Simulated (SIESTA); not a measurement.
## LiLaO3 under changes of volume

One of the cells (11.395 Å³/atom); the others are scaled copies at fixed shape and fractional positions:

```
La O Li
1.0
     3.84795    0.00000    0.00000
     0.00000    3.84795    0.00000
     0.00000    0.00000    3.84795
La O Li
1 3 1
Direct
  0.00000 0.00000 0.00000
  0.00000 0.50000 0.50000
  0.50000 0.00000 0.50000
  0.50000 0.50000 0.00000
  0.50000 0.50000 0.50000
```

The cell comes from a database or a generator and needn't be the stable form of this composition.

| Quantity | Value |
| --- | --- |
| Program | SIESTA 5.4.2 |
| Functional | PBEsol |
| Potentials or basis | PseudoDojo 0.4 standard (PBEsol files) |
| Basis | DZP (energy shift 0.003 Ry; two zetas on semicore shells) |
| Grid cutoff | 800 Ry |
| Energy shift | 0.003 Ry |
| k mesh | 7 × 7 × 7 |
| Occupations | fermi-dirac, width 0.05 eV |
| Spin | no spin polarisation |

```csv
volume (Å³/atom),energy over the lowest point (meV/atom),pressure (GPa)
10.501,3.62,4.5
10.725,0.00,1.2
10.948,0.58,-1.7
11.395,12.85,-6.8
11.619,?,?
11.842,37.61,-10.5
```

What does the run at 11.619 Å³/atom give?

Energy over the lowest point 23.94 meV/atom; pressure -8.8 GPa.

Worked out: A Birch-Murnaghan fit of order 3 (a polynomial in V^(-2/3)) to the other rows has its minimum at 10.80 Å³/atom with B0 = V·E''(V) = 141 GPa and B' = 3.9. It gives 23.85 meV/atom at 11.619 Å³/atom, against the run's 23.94, and -dE/dV = -8.9 GPa, against -8.8.

Energies are extrapolated to zero smearing.

Caveats: the basis of atomic orbitals isn't converged, which shifts pressures, moduli and gaps.
